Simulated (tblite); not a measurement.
# C4H10N2OSi: the cost of one run

Computed with tblite 0.8.0 (tight binding) and PySCF 2.14.0 (DFT, with response routines of our own); each step states its level. Atoms count from 0 throughout.

## Step 1: The molecule as given

18 atoms, charge 0, multiplicity 1; geometry from: force field or distance geometry start.

Bonds of the start (Å): C0–C1 1.35, C0–H8 1.09, C0–H9 1.08, C1–C2 1.48, C1–C3 1.50, C2–H10 1.11, C2–H11 1.10, C2–H12 1.09, C3–N5 1.36, C3–O4 1.23, N5–H13 1.01, N5–Si6 1.73, N7–H16 1.01, N7–H17 1.02, Si6–H14 1.48, Si6–H15 1.49, Si6–N7 1.69.

## Step 2: GFN2-xTB relaxation, start minimum

The job: settings as JSON, then the geometry in Å.

```
{"job": {"xc": "GFN2-xTB", "basis": "xTB", "kind": "relax"}, "charge": 0, "multiplicity": 1}
C     -1.745200    -1.469100    -0.420700
C     -1.651100    -0.166400    -0.088500
C     -2.772400     0.797000    -0.181300
C     -0.377800     0.392400     0.483600
O     -0.419500     1.260300     1.354600
N      0.751100    -0.128000    -0.073700
Si     2.300800     0.565500     0.241300
N      3.292100    -0.521500    -0.598600
H     -2.679400    -1.868500    -0.810600
H     -0.942900    -2.172100    -0.285900
H     -3.666600     0.345200    -0.650800
H     -3.080200     1.157900     0.807900
H     -2.496400     1.662300    -0.786700
H      0.725100    -0.679300    -0.915900
H      2.461200     1.888500    -0.391500
H      2.706000     0.457800     1.668500
H      4.227400    -0.136600    -0.628000
H      3.358900    -1.379100    -0.045800
```

On the command line:

```sh
$ OMP_NUM_THREADS=1 python ens_run.py task.json out
```

This one command runs the whole study; its stages follow in the order run.

**Question.** How long does this first job take on 1 thread of Intel Xeon at 2.50GHz, shared host?

About 3.6 s.
